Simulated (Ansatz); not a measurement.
# C₂H₇Cl₂NOZr: basis-set convergence

An exercise on one series of results from a longer session: the logs are not shown, and one member is left open.

The runs use Ansatz 0.2.0, Gaussian basis; one geometry, several basis sets.

Plan: PBE0-D4/def2-SVP; ωB97M-V/def2-SVP; PBE0-D4/def2-QZVPP; ωB97M-V/def2-QZVPP; the functionals' def2-TZVPP values are taken from earlier runs.

### The relaxed structure

The geometry comes from an earlier relaxation with PBE0-D4 in a triple-zeta def2 set; it is a stationary point, not always the lowest conformer. Zr takes the def2 core potential; no spin-orbit term is included.

14 atoms, charge 0, spin multiplicity 1.

Atoms are counted from 1 here; the program's logs count them from 0.

Bond lengths: C1–N2 1.448 Å, C1–H8 1.096 Å, C1–H9 1.092 Å, C1–H10 1.096 Å, N2–Zr3 2.002 Å, N2–H11 1.016 Å, Zr3–Cl4 2.373 Å, Zr3–Cl5 2.373 Å, Zr3–O6 1.887 Å, O6–C7 1.395 Å, C7–H12 1.094 Å, C7–H13 1.094 Å, C7–H14 1.094 Å. Angles: N2–C1–H8 111.9°, N2–C1–H9 109.8°, N2–C1–H10 111.9°, H8–C1–H9 107.5°, H8–C1–H10 108.1°, H9–C1–H10 107.5°, C1–N2–Zr3 132.6°, C1–N2–H11 111.1°, Zr3–N2–H11 116.4°, N2–Zr3–Cl4 108.9°, N2–Zr3–Cl5 108.9°, N2–Zr3–O6 105.1°, Cl4–Zr3–Cl5 110.1°, Cl4–Zr3–O6 111.8°, Cl5–Zr3–O6 111.8°, Zr3–O6–C7 170.5°, O6–C7–H12 110.2°, O6–C7–H13 110.3° and more.

Geometry (Å):

```mol
C2H7Cl2NOZr
  3D, bonds by distance, orders not assigned

 14 13  0  0  0  0  0  0  0  0999 V2000
   -0.4146   -1.8674    1.1788 C   0  0
   -0.7691   -1.5729   -0.1942 N   0  0
   -0.4670    0.0288   -1.3573 Zr  0  0
    0.8109   -0.6243   -3.2469 Cl  0  0
   -2.5696    0.8815   -2.0516 Cl  0  0
    0.4647    1.2577   -0.2702 O   0  0
    1.1490    2.3047    0.3474 C   0  0
   -1.2990   -2.0542    1.7980 H   0  0
    0.1174   -1.0186    1.6130 H   0  0
    0.2423   -2.7412    1.2526 H   0  0
   -1.2658   -2.3510   -0.6180 H   0  0
    2.0945    2.4948   -0.1681 H   0  0
    0.5445    3.2157    0.3279 H   0  0
    1.3619    2.0463    1.3887 H   0  0
  1  2  8  0
  2  3  8  0
  3  4  8  0
  3  5  8  0
  3  6  8  0
  6  7  8  0
  1  8  8  0
  1  9  8  0
  1 10  8  0
  2 11  8  0
  7 12  8  0
  7 13  8  0
  7 14  8  0
M  END
```

The first run:

The input, in.yaml:

```yaml
crystal:
  periodic: [false, false, false]
  atoms:
    - {symbol: C, position_ang: [-0.414561, -1.867380, 1.178823]}
    - {symbol: N, position_ang: [-0.769130, -1.572860, -0.194247]}
    - {symbol: Zr, position_ang: [-0.467020, 0.028795, -1.357325]}
    - {symbol: Cl, position_ang: [0.810900, -0.624252, -3.246904]}
    - {symbol: Cl, position_ang: [-2.569613, 0.881496, -2.051606]}
    - {symbol: O, position_ang: [0.464650, 1.257716, -0.270250]}
    - {symbol: C, position_ang: [1.149011, 2.304670, 0.347400]}
    - {symbol: H, position_ang: [-1.299023, -2.054213, 1.798010]}
    - {symbol: H, position_ang: [0.117424, -1.018579, 1.612954]}
    - {symbol: H, position_ang: [0.242339, -2.741225, 1.252625]}
    - {symbol: H, position_ang: [-1.265848, -2.350992, -0.618020]}
    - {symbol: H, position_ang: [2.094533, 2.494821, -0.168076]}
    - {symbol: H, position_ang: [0.544463, 3.215714, 0.327924]}
    - {symbol: H, position_ang: [1.361876, 2.046279, 1.388674]}
basis:
  gaussian: {orbitals: def2-SVP}
hamiltonian: {xc: pbe0, dispersion: d4}
output: {orbitals: {seedname: orbitals}}
```

Run with:

```console
$ ansatz run in.yaml --threads 2 --pin off --events-out ev --progress --plain --max-ram 32768MiB --backend cpu
```

Steps of the session up to this table: PBE0-D4 in def2-SVP; ωB97M-V in def2-SVP; PBE0-D4 in def2-QZVPP; ωB97M-V in def2-QZVPP.

One table of the session follows, with a row left open; its other results are not shown here.

It belongs to the step «Functionals by basis». 

```
functional       basis  HOMO (eV)
   PBE0-D4    def2-SVP      -7.21
   PBE0-D4  def2-TZVPP      -7.29
   PBE0-D4  def2-QZVPP          ?
   ωB97M-V    def2-SVP      -9.46
   ωB97M-V  def2-TZVPP      -9.56
   ωB97M-V  def2-QZVPP      -9.58
```

**Question.** Estimate the row for PBE0-D4, def2-QZVPP.

As computed: HOMO (eV): -7.31. In the column «HOMO (eV)» it lies between ωB97M-V, def2-SVP (-9.46) and PBE0-D4, def2-TZVPP (-7.29).
